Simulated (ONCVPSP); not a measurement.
# Pseudopotential generation for promethium: ONCV, PBEsol

Task: generate the file, and judge it by its errors in other configurations, its logarithmic derivatives, its ghosts and its cutoff.

Program: ONCVPSP 4.0.1. Reference atom: PBEsol, scalar-relativistic, spherical and spin-unpolarised. All values are calculated.

## (1) Settings

Typed settings, in words:

| Item | Value |
| --- | --- |
| element | promethium (Pm, Z = 61) |
| type | optimised norm-conserving Vanderbilt (ONCV) |
| frozen core | [Kr] 4d10 |
| valence charge | 15 |
| reference configuration | 4f5 5s2 5p6 6s1.75 6p0.25 |
| partial waves | 5s+6s: rc 2.30 bohr, ncon 4, nbas 7, qcut 4 1/bohr, 2 projectors; 5p+6p: rc 3.35 bohr, ncon 4, nbas 7, qcut 3.6 1/bohr, 2 projectors; d scattering state at 0.33 Ha: rc 3.15 bohr, ncon 4, nbas 9, qcut 3.1 1/bohr, 1 projector; 4f: rc 1.30 bohr, ncon 5, nbas 9, qcut 14.2 1/bohr, 1 projector |
| local potential | polynomial inside 1.30 bohr (lpopt 5, dvloc0 3 Ha) |
| core correction | not asked for |

An earlier all-electron run gives the scale for the radii.

All-electron outer shells of the reference configuration (PBEsol, scalar-relativistic, ld1.x):

```csv
shell,level (eV),outermost node (bohr),outermost maximum (bohr)
4d,-122.97,0.29,0.60
5s,-42.23,0.70,1.29
5p,-23.01,0.75,1.46
6s,-3.74,1.73,3.72
4f,-2.51,–,0.64
5d,-2.06,0.86,2.20
6p,-1.36,2.09,4.96
```

## (2) Generation

Input file Pm.dat:

```
# ATOM AND REFERENCE CONFIGURATION
# atsym  z   nc   nv     iexc    psfile
  Pm 61.00    9    5  -116133      upf
#
#   n    l    f
    1    0    2.00
    2    0    2.00
    2    1    6.00
    3    0    2.00
    3    1    6.00
    3    2   10.00
    4    0    2.00
    4    1    6.00
    4    2   10.00
    4    3    5.00
    5    0    2.00
    5    1    6.00
    6    0    1.75
    6    1    0.25
#
# PSEUDOPOTENTIAL AND OPTIMIZATION
# lmax
    3
#
#   l,   rc,      ep,       ncon, nbas, qcut
    0    2.30    0.00    4    7    4.00
    1    3.35    0.00    4    7    3.60
    2    3.15    0.33    4    9    3.10
    3    1.30    0.00    5    9   14.20
#
# LOCAL POTENTIAL
# lloc, lpopt,  rc(5),   dvloc0
    4    5    1.30    3.00
#
# VANDERBILT-KLEINMAN-BYLANDER PROJECTORs
# l, nproj, debl
    0    2    1.20
    1    2    0.80
    2    1    1.50
    3    1    3.70
#
# MODEL CORE CHARGE
# icmod, fcfact, rcfact
    0    0.00    0.00
#
# LOG DERIVATIVE ANALYSIS
# epsh1, epsh2, depsh
   -3.00    5.00    0.02
#
# OUTPUT GRID
# rlmax, drl
    6.00    0.01
#
# TEST CONFIGURATIONS
# ncnf
    4
# nvcnf
#   n    l    f
    5
    4    3    5.00
    5    0    2.00
    5    1    6.00
    6    0    2.00
    6    1    0.00
#
    5
    4    3    5.00
    5    0    2.00
    5    1    6.00
    6    0    1.00
    6    1    0.00
#
    5
    4    3    5.00
    5    0    2.00
    5    1    6.00
    6    0    0.00
    6    1    0.00
#
    5
    4    3    3.00
    5    0    2.00
    5    1    6.00
    6    0    0.00
    6    1    0.00
#
```

Run with:

```
$ oncvpsp.x < Pm.dat > Pm.out
```

**Question.** What will these runs give? Wanted: cutoffs for 1 and 0.1 mHa per electron, occupied waves; bound ghosts; GHOST(+) flags; largest phase difference near zero energy, channels read; projector energies reset by the program.

The runs gave:

| quantity | value |
| --- | --- |
| cutoffs for 1 and 0.1 mHa per electron, occupied waves | 85 Ha and 96 Ha |
| bound ghosts | p at -39.09 eV |
| GHOST(+) flags | s at 41 eV, d at 136 eV |
| largest phase difference near zero energy, channels read | 0.008 rad |
| projector energies reset by the program | d: -0.076 Ha |

It has a bound ghost (p), a state that the atom doesn't have, and that rules the file out. By its cutoff, 85 Ha for the looser tolerance, it is very hard. At the looser tolerance the 4f wave is the slowest; 5s needs 7 Ha. Near zero energy the phases of the channels with partial waves agree within 0.008 rad. The pseudo curves have a pole with no partner nearby in the atom's: p at -1.43 Ha. The program also flags highly localised states, GHOST(+) (s, d). All of this concerns the isolated atom, not yet a solid.
